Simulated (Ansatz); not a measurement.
# Ge2Si: the cost of one run

Program: Ansatz 0.2.0, Gaussian basis. Level of theory: cc-pVTZ, core rule «outside noble gas», up to 33 orbitals frozen. These are calculated values, not measurements.

Plan: UHF; CCSD(T) on ROHF; CCSD(T) on UHF; BCCD(T) on ROHF; CCSDT(Q) on ROHF; CCSDT(Q) on UHF; CASSCF and NEVPT2, 11 electrons in 12 orbitals.

4 further runs of the same task are left out: 4 set aside as unsound or not needed.

## (1) The geometry

The geometry is a PBE0/def2-TZVP stationary point (not a proven minimum) of the parent state, kept for this charge and spin. No spin-orbit coupling is included. The filled d shell of Ge may be among the frozen orbitals whatever the setting's name suggests; the logs give the count.

3 atoms, charge 1, spin multiplicity 2.

Atoms are counted from 1 here; the program's logs count them from 0.

Bond lengths: Ge1–Ge2 2.453 Å, Ge1–Si3 2.352 Å, Ge2–Si3 2.352 Å. Angles: Ge2–Ge1–Si3 58.6°, Ge1–Ge2–Si3 58.6°, Ge1–Si3–Ge2 62.9°.

As a file:

```xyz
3

Ge    0.0000    0.3251    1.2266
Ge    0.0000    0.3251   -1.2266
Si    0.0000   -1.6816    0.0000
```

## (2) UHF

in.yaml

```yaml
crystal:
  periodic: [false, false, false]
  atoms:
    - {symbol: Ge, position_ang: [0.000000, 0.325086, 1.226603]}
    - {symbol: Ge, position_ang: [0.000000, 0.325086, -1.226603]}
    - {symbol: Si, position_ang: [0.000000, -1.681598, 0.000000]}
basis:
  gaussian: {orbitals: cc-pVTZ}
total_charge: 1
magnetization: {spin_polarized: true, initial_magnetization: 1}
hamiltonian: {xc: hf}
output: {orbitals: {seedname: orbitals}}
```

On the command line:

```console
ansatz run in.yaml --threads 1 --pin off --events-out ev --progress --plain --max-ram 4096MiB --backend cpu
```

**Question.** How long does this run take on 1 thread of AMD EPYC 7R13, shared host, and how much memory does it need?

About 57 s, with a peak of 0.42 GiB.
